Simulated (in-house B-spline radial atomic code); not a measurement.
# Al⁹⁺: removal energies from Koopmans to screened self-energies

Question: what does it cost to remove an electron from Al⁹⁺, rung by rung?

Method: Dirac-Hartree-Fock with a diagonal self-energy (second order, or its direct term screened), Breit and QED, no-pair Dirac-Coulomb, B-spline basis. Code: an in-house B-spline radial atomic code, version 1.

### 1 The system

| Item | Value |
| --- | --- |
| element | aluminium (Z = 13) |
| charge | +9 |
| closed shells | [He] 2s2 |
| nucleus | mass number 27, rms radius 3.061 fm |

Outer shells as boxes (Hund's rule):

Al9+
```
[He] core
2s [↑↓]
```

### 2 The run

Input settings, with the grid that the program derived:

```ini
basis_form = 2
Z = 13
core_configuration = [He] 2s2
rms_radius = 3.061
mass_number = 27
speed_of_light = 137.035999084
box_radius = 7.713
lmax = 7
intervals = 62
virtual_cutoff = 676.0
```

Command:

```console
> python run_mb.py task.json out
```

From the run's result record (rounded, not every field):

```text
{
  "status": "converged",
  "lowest_core_excitation [hartree]": 0.442094,
  "holes": [
    {"name": "2s1/2", "koopmans": 14.504218, "dscf": 14.493528, "qp": [14.590407, 14.542649, 14.546995, 14.585171], "z": [0.9828, 0.9953, 0.9824, 0.9736], "breit": -0.00226612, "qed": -0.00118612}
  ]
}
```

Run time: 0.7 s. Hardware: 1 thread, shared host.

In the record, qp and z list four self-energies in this order: second order, direct RPA screening, with hole-particle interaction, full TDHF screening. Energies are in hartree.

### 3 Rung by rung

| subshell | Koopmans | ΔSCF | second order | direct RPA | with hole-particle | TDHF | Breit | QED | final |
| --- | --- | --- | --- | --- | --- | --- | --- | --- | --- |
| 2s1/2 | 394.68 | 394.39 | 397.03 | 395.73 | 395.84 | 396.88 | -0.062 | -0.032 | 396.79 |

All in eV; the final value is TDHF screening with Breit and QED.

Each rung against the semi-empirical ionisation energy, 398.65 eV (all rungs come from the one run above):

| rung | value (eV) | miss (eV) | miss (%) |
| --- | --- | --- | --- |
| Koopmans | 394.68 | -4.0 | -1.00 |
| ΔSCF | 394.39 | -4.3 | -1.1 |
| second order | 397.03 | -1.6 | -0.41 |
| direct RPA | 395.73 | -2.9 | -0.73 |
| with hole-particle | 395.84 | -2.8 | -0.70 |
| TDHF | 396.88 | -1.8 | -0.44 |
| final | 396.79 | -1.9 | -0.47 |

### 4 Results

| quantity | value |
| --- | --- |
| outermost subshell | 2s1/2 |
| Koopmans | 394.68 eV |
| final removal energy | 396.79 eV |
| weight of the hole state (TDHF) | 0.974 |
| semi-empirical ionisation energy | 398.65 eV (NIST Atomic Spectra Database, ionization energies) |

In words: Koopmans' value for 2s1/2 is 394.7 eV; the final value lies 2.1 eV higher. Relaxation alone (ΔSCF) lowers it by 0.29 eV, and correlation gives back 2.5 eV, since the species with more electrons has more of it. The semi-empirical ionisation energy is 398.65 eV: Koopmans is off by -4.0 eV, second order by -1.6 eV and the final value by -1.9 eV; here the rung 'second order' happens to come nearest (-1.6 eV).
